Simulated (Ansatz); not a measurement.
# CHAlFNO: how energies converge with the basis set

An exercise on one series of results from a longer session: the logs are not shown, and one member is left open.

The runs use Ansatz 0.2.0, Gaussian basis; one geometry, several basis sets.

Plan: PBE0-D4/def2-SVP; ωB97M-V/def2-SVP; PBE0-D4/def2-QZVPP; ωB97M-V/def2-QZVPP; CCSD(T)/cc-pV(D+d)Z; CCSD(T)/cc-pV(T+d)Z; CCSD(T)/cc-pV(Q+d)Z; the functionals' def2-TZVPP values are taken from earlier runs.

## The geometry

The geometry comes from an earlier relaxation with PBE0-D4 in a triple-zeta def2 set; it is a stationary point.

SMILES `O=C=[N][AlH][F]`, 6 atoms, charge 0, spin multiplicity 1.

Atoms are counted from 1 here; the program's logs count them from 0.

Bond lengths: O1–C2 1.164 Å, C2–N3 1.196 Å, N3–Al4 1.755 Å, Al4–F5 1.641 Å, Al4–H6 1.560 Å. Angles: O1–C2–N3 179.7°, C2–N3–Al4 178.7°, N3–Al4–F5 117.6°, N3–Al4–H6 122.3°, F5–Al4–H6 120.0°.

Set-up of the first run:

Input file in.yaml:

```yaml
crystal:
  periodic: [false, false, false]
  atoms:
    - {symbol: O, position_ang: [1.029959, -2.627332, -0.766897]}
    - {symbol: C, position_ang: [0.618866, -1.586230, -0.449043]}
    - {symbol: N, position_ang: [0.195317, -0.518007, -0.116190]}
    - {symbol: Al, position_ang: [-0.420501, 1.062413, 0.334443]}
    - {symbol: F, position_ang: [-0.480007, 2.216297, -0.830808]}
    - {symbol: H, position_ang: [-0.901532, 1.388959, 1.782294]}
basis:
  gaussian: {orbitals: def2-SVP}
hamiltonian: {xc: pbe0, dispersion: d4}
output: {orbitals: {seedname: orbitals}}
```

Run with:

```console
> ansatz run in.yaml --threads 2 --pin off --events-out ev --progress --plain --max-ram 20480MiB --backend cpu
```

Steps of the session up to this table: PBE0-D4 in def2-SVP; ωB97M-V in def2-SVP; PBE0-D4 in def2-QZVPP; ωB97M-V in def2-QZVPP.

One of the session's tables, all rows but one given; the rest of the session is left out.

It belongs to the step «Functionals by basis». 

```
functional       basis  HOMO (eV)
   PBE0-D4    def2-SVP          ?
   PBE0-D4  def2-TZVPP      -8.97
   PBE0-D4  def2-QZVPP      -9.00
   ωB97M-V    def2-SVP     -11.06
   ωB97M-V  def2-TZVPP     -11.22
   ωB97M-V  def2-QZVPP     -11.26
```

**Question.** Estimate the row for PBE0-D4, def2-SVP.

The run gave: HOMO (eV): -8.86. In the column «HOMO (eV)» it is the highest.
